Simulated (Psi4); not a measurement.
**CH7NOSi (SMILES CO[SiH2]N) at HF/3-21G**

Aim: the vertical singlet–triplet gap of CH7NOSi at HF/3-21G, from 2 runs. The job is set up through a Python script.

The calculation is run with Psi4 1.11.

4 further runs of the same task are left out: 4 that didn't finish.

## Step 1: Starting point

The species is CH7NOSi (11 atoms), meant as a singlet with charge 0. As SMILES, `CO[SiH2]N`. The coordinates come from a PBE0-D4/def2-TZVP relaxation. This is one conformer, not always the lowest.

Bond lengths: C1–O2 1.407 Å, O2–Si3 1.648 Å, Si3–N4 1.701 Å, C1–H5 1.097 Å, C1–H6 1.091 Å, C1–H7 1.097 Å, Si3–H8 1.488 Å, Si3–H9 1.488 Å, N4–H10 1.007 Å, N4–H11 1.007 Å. Some angles: C1–O2–Si3 122.1°, O2–Si3–N4 112.5°, O2–C1–H5 111.7°, O2–C1–H6 108.5°, O2–C1–H7 111.7°, O2–Si3–H8 108.4°, O2–Si3–H9 108.6°, N4–Si3–H8 108.4°, N4–Si3–H9 108.2°, Si3–N4–H10 120.7°.

## Step 2: Energy and forces at HF/3-21G

The input, run.py:

```python
import psi4

psi4.set_memory(1600000000)
psi4.set_num_threads(1)
psi4.core.set_output_file('psi4.out', False)

geom = psi4.geometry("""
0 1
C     -0.655300     1.711900     0.500200
O     -0.610600     0.508700    -0.227100
Si     0.533800    -0.642700     0.054300
N      0.344700    -2.006900    -0.943700
H      0.258400     2.302900     0.362300
H     -1.501500     2.301200     0.142400
H     -0.790700     1.531800     1.573800
H      0.421900    -1.079900     1.472300
H      1.874600    -0.055000    -0.212100
H     -0.403400    -2.661100    -0.783300
H      0.593600    -1.968000    -1.918400
symmetry c1
no_reorient
no_com
""")

psi4.set_options({
    'basis': '3-21G',
    'reference': 'rhf',
    'puream': True,
    'e_convergence': 1e-09,
    'd_convergence': 1e-08,
    'scf_type': 'pk',
})

E, wfn = psi4.gradient("scf", return_wfn=True)
psi4.oeprop(wfn, "QUADRUPOLE", "MULLIKEN_CHARGES", "MAYER_INDICES", title="SCF")
print('gradient / Eh bohr^-1')
print(E.np.round(6))
print(f'energy = {wfn.energy():.10f} Eh')
```

The run is started by

```console
$ python run.py
```

psi4.out:

```text
[...]
  Running in c1 symmetry.
[...]
  Nuclear repulsion =  180.915586265184970
[...]
  Multiplicity = 1
[...]
  Nalpha       = 21
  Nbeta        = 21
[...]
    Number of basis functions: 54
[...]
   @RHF iter   1:  -457.66611869590929   -8.84364e-01   8.36980e-03 ADIIS/DIIS
[...]
   @RHF iter  11:  -457.76245278041665   -2.72848e-12   4.20999e-09 DIIS
[...]
    Orbital Energies [Eh]
    ---------------------
    Doubly Occupied:
       1A    -68.337791     2A    -20.432108     3A    -15.450057
       4A    -11.220991     5A     -6.137260     6A     -4.233979
       7A     -4.233918     8A     -4.233317     9A     -1.342564
      10A     -1.128560    11A     -0.926118    12A     -0.730576
      13A     -0.654332    14A     -0.627408    15A     -0.625380
      16A     -0.601582    17A     -0.531809    18A     -0.489896
      19A     -0.448454    20A     -0.416667    21A     -0.404354
[...]
  @RHF Final Energy:  -457.76245278041665
   => Energetics <=
    Nuclear Repulsion Energy =            180.9155862651849702
    One-Electron Energy =                -990.9418380624215388
    Two-Electron Energy =                 352.2637990168199167
    Total Energy =                       -457.7624527804166519
[...]
  -Total Gradient:
     Atom            X                  Y                   Z
    ------   -----------------  -----------------  -----------------
       1        0.008856514267    -0.025676855788    -0.008541185645
       2        0.009544011566    -0.002810153035     0.006683227373
       3       -0.019177813662     0.006400819696    -0.012449964750
       4        0.011682492705     0.013546302778     0.018645269089
       5        0.005670382144     0.003138015472    -0.001688770108
       6       -0.006578340720     0.003642119680    -0.003376719205
       7       -0.001234458260    -0.001951642458     0.006306219330
       8       -0.000868052222    -0.000309404096     0.000177172714
       9        0.000074007338     0.000309549083    -0.000913630221
      10       -0.005686635159     0.000685242726    -0.000478331819
      11       -0.002282107997     0.003026005940    -0.004363286759
[...]
 Multipole Moments:
 ------------------------------------------------------------------------------------
     Multipole            Electronic (a.u.)      Nuclear  (a.u.)        Total (a.u.)
 ------------------------------------------------------------------------------------
 L = 1.  Multiply by 2.5417464519 to convert [e a0] to [Debye]
 Dipole X            :         -2.9554695            2.8769191           -0.0785505
 Dipole Y            :         15.8781379          -15.7474657            0.1306722
 Dipole Z            :          7.6263356           -7.6048248            0.0215107
 Magnitude           :                                                    0.1539744
 L = 2.  Multiply by 1.3450342976 to convert [e a0^2] to [Debye ang]
 Quadrupole XX       :        -89.1219853           62.6142822          -26.5077030
 Quadrupole XY       :         85.8057765          -84.2272329            1.5785435
[...]
  Mulliken Charges: (a.u.)
   Center  Symbol    Alpha    Beta     Spin     Total
       1     C     3.11465  3.11465  0.00000 -0.22930
       2     O     4.42349  4.42349  0.00000 -0.84699
       3    SI     6.25630  6.25630  0.00000  1.48741
       4     N     4.05147  4.05147  0.00000 -1.10295
       5     H     0.41283  0.41283  0.00000  0.17434
       6     H     0.39418  0.39418  0.00000  0.21164
       7     H     0.41298  0.41298  0.00000  0.17403
       8     H     0.63452  0.63452  0.00000 -0.26905
       9     H     0.63436  0.63436  0.00000 -0.26872
      10     H     0.33262  0.33262  0.00000  0.33475
      11     H     0.33259  0.33259  0.00000  0.33482
[...]
```

On the terminal:

```text
gradient / Eh bohr^-1
[[ 8.8570e-03 -2.5677e-02 -8.5410e-03]
 [ 9.5440e-03 -2.8100e-03  6.6830e-03]
 [-1.9178e-02  6.4010e-03 -1.2450e-02]
 [ 1.1682e-02  1.3546e-02  1.8645e-02]
 [ 5.6700e-03  3.1380e-03 -1.6890e-03]
 [-6.5780e-03  3.6420e-03 -3.3770e-03]
 [-1.2340e-03 -1.9520e-03  6.3060e-03]
 [-8.6800e-04 -3.0900e-04  1.7700e-04]
 [ 7.4000e-05  3.1000e-04 -9.1400e-04]
 [-5.6870e-03  6.8500e-04 -4.7800e-04]
 [-2.2820e-03  3.0260e-03 -4.3630e-03]]
energy = -457.7624527804 Eh
```

Wall time 4.2 s (1 thread of Intel Xeon Platinum 8259CL at 2.50GHz (Skylake/Cascade Lake), shared host); peak memory 0.2 GiB.

## Step 3: The triplet, same level

The input, ch7nosi.py:

```python
import psi4

psi4.set_memory(1600000000)
psi4.set_num_threads(1)
psi4.core.set_output_file('psi4.out', False)

m = psi4.geometry("""
0 3
C
O 1 1.406646
Si 2 1.647592 1 122.10872
N 3 1.700825 2 112.52471 1 179.03076
H 1 1.09688 2 111.67857 3 61.38853
H 1 1.09149 5 108.28155 2 -119.3761
H 1 1.09699 6 108.28648 5 117.24511
H 3 1.488082 2 108.41147 1 59.18895
H 3 1.487987 8 110.75679 2 119.08026
H 4 1.006658 3 120.68915 9 166.85824
H 4 1.00673 10 111.29162 3 -150.15005
symmetry c1
""")

psi4.set_options({
    'basis': '3-21G',
    'reference': 'uhf',
    'puream': True,
    'e_convergence': 1e-09,
    'd_convergence': 1e-08,
    'scf_type': 'pk',
    'maxiter': 100,
})

E, wfn = psi4.gradient("scf", molecule=m, return_wfn=True)
psi4.oeprop(wfn, "DIPOLE", "MAYER_INDICES", "LOWDIN_CHARGES", title="SCF")
print('gradient / Eh bohr^-1')
print(E.np.round(6))
print(f'energy = {wfn.energy():.10f} Eh')
```

The run is started by

```console
$ python ch7nosi.py
```

psi4.out:

```text
[...]
  Running in c1 symmetry.
[...]
  Nuclear repulsion =  180.915573122571828
[...]
  Multiplicity = 3
[...]
  Nalpha       = 22
  Nbeta        = 20
[...]
    Number of basis functions: 54
[...]
   @UHF iter   1:  -457.29952245472555   -5.17769e-01   8.05775e-03 ADIIS/DIIS
[...]
   @UHF iter  25:  -457.46267110177172   -9.72022e-12   7.54246e-09 DIIS
[...]
   @S^2 Observed:                2.008583661E+00
[...]
    Orbital Energies [Eh]
    ---------------------
    Alpha Occupied:
       1A    -68.308661     2A    -20.632393     3A    -15.430054
       4A    -11.253611     5A     -6.113761     6A     -4.213220
       7A     -4.208334     8A     -4.208081     9A     -1.549511
      10A     -1.114993    11A     -0.998461    12A     -0.808349
      13A     -0.797805    14A     -0.728932    15A     -0.656953
      16A     -0.633451    17A     -0.573970    18A     -0.558183
      19A     -0.510948    20A     -0.455394    21A     -0.408432
      22A     -0.052718
    Alpha Virtual:
      23A      0.200537    24A      0.254528    25A      0.276761
[...]
  @UHF Final Energy:  -457.46267110177172
   => Energetics <=
    Nuclear Repulsion Energy =            180.9155731225718284
    One-Electron Energy =                -989.6109253821750826
    Two-Electron Energy =                 351.2326811578315642
    Total Energy =                       -457.4626711017717184
  UHF NO Occupations:
  HONO-2 :   20  A 1.9983121
  HONO-1 :   21  A 1.0000000
[...]
  -Total Gradient:
     Atom            X                  Y                   Z
    ------   -----------------  -----------------  -----------------
       1       -0.000585044193    -0.022574571136     0.114113463092
       2       -0.000441513473    -0.146121890508     0.012096538834
       3        0.001592989734     0.167255087827    -0.031156552272
       4       -0.000738471426    -0.032893747319    -0.035686614686
       5       -0.009745280732     0.001146484137    -0.013030866680
       6        0.000126647345     0.004902050900    -0.012102801992
       7        0.010040833859     0.000803743622    -0.012831507437
       8       -0.001289311457     0.007456973911    -0.009823856884
       9        0.001128412405     0.007675894453    -0.009795523111
      10        0.003116989389     0.006168343846    -0.001000790205
      11       -0.003206251452     0.006181630267    -0.000781488659
[...]
 Multipole Moments:
 ------------------------------------------------------------------------------------
     Multipole            Electronic (a.u.)      Nuclear  (a.u.)        Total (a.u.)
 ------------------------------------------------------------------------------------
 L = 1.  Multiply by 2.5417464519 to convert [e a0] to [Debye]
 Dipole X            :          0.0045873            0.0057383            0.0103257
 Dipole Y            :          1.5176223           -0.3565267            1.1610956
 Dipole Z            :          1.4724362           -2.2261198           -0.7536836
 Magnitude           :                                                    1.3843007
[...]
```

The script printed:

```text
gradient / Eh bohr^-1
[[-5.85000e-04 -2.25750e-02  1.14113e-01]
 [-4.42000e-04 -1.46122e-01  1.20970e-02]
 [ 1.59300e-03  1.67255e-01 -3.11570e-02]
 [-7.38000e-04 -3.28940e-02 -3.56870e-02]
 [-9.74500e-03  1.14600e-03 -1.30310e-02]
 [ 1.27000e-04  4.90200e-03 -1.21030e-02]
 [ 1.00410e-02  8.04000e-04 -1.28320e-02]
 [-1.28900e-03  7.45700e-03 -9.82400e-03]
 [ 1.12800e-03  7.67600e-03 -9.79600e-03]
 [ 3.11700e-03  6.16800e-03 -1.00100e-03]
 [-3.20600e-03  6.18200e-03 -7.81000e-04]]
energy = -457.4626711018 Eh
```

Wall time 4.2 s (1 thread of Intel Xeon Platinum 8259CL at 2.50GHz (Skylake/Cascade Lake), shared host); peak memory 0.2 GiB.

## Step 4: Summary of results

At HF/3-21G:

```
                                        quantity          value
                           singlet: total energy  -457.76245 Eh
                          singlet: dipole moment         0.39 D
                            singlet: HOMO energy      -11.00 eV
                            singlet: LUMO energy        5.61 eV
                          singlet: HOMO–LUMO gap       16.61 eV
               singlet: largest force on an atom     1.464 eV/Å
                           triplet: total energy  -457.46267 Eh
                          triplet: dipole moment         3.52 D
     triplet: HOMO energy (highest over α and β)       -1.43 eV
      triplet: LUMO energy (lowest over α and β)        0.15 eV
                                   triplet: ⟨S²⟩          2.009
               triplet: largest force on an atom     8.749 eV/Å
vertical energy of the triplet above the singlet       8.157 eV
```

What this shows: At this shape the triplet lies 8.16 eV (188 kcal/mol) above the singlet. The largest force (singlet) is 1.46 eV/Å: the shape isn't a stationary point for this species at this level.
